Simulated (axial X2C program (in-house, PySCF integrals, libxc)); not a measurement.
# A two-component session on TeSi⁺: EOM-EA-CCSD levels

Wanted for TeSi⁺: EOM-EA-CCSD levels, at the two-component level.

Computed with an in-house X2C program for linear molecules on PySCF integrals. Level: two-component X2C with atomic mean-field terms, Te dyall-acv3z, Si dyall-av3z.

All values are calculated.

## (1) The job

task.json

```json
{"zs": [52, 14], "q": 1, "bas": ["dyall-acv3z", "dyall-av3z"], "r0": 2.35, "eom": "ea", "thr": -2.0, "nmax": 92, "grid": [1, 0.96, 1.045, 0.92, 1.09, 1.15]}
```

Keys: zs atomic numbers; q charge; bas basis sets; r0 starting distance in Å; eom kind of EOM run; thr threshold in hartree for freezing inner shells (an s shell follows its p shell); nmax most natural virtual spinors; grid distances as factors.

On the command line:

```sh
$ python soeom.py task.json out
```

The runs that follow: EOM-EA-CCSD at 2.419 Å.

**Question.** What will these runs give? Wanted: next root led by one particle; T1 of the reference; lowest state, Re and ωe.

The runs gave:

| quantity | value |
| --- | --- |
| lowest root at 2.419 Å | Ω = 3/2, 15.274 eV |
| next root led by one particle | Ω = 1/2, about 20120 cm⁻¹ higher |
| T1 of the reference | 0.010 |
| lowest state, Re and ωe | 2.410 Å, 408 cm⁻¹ |

**Reading.** The added electron is bound by 15.27 eV in a spinor of 63% Te pπ, 24% Si pπ, 7% Si dπ. Errors of 0.1 to 0.3 eV are usual at this size, and roots led by higher excitations are left out, so the list is incomplete, and low states of that kind can be missing. T1 or the largest double amplitude of the reference is raised, which lowers the reliability.
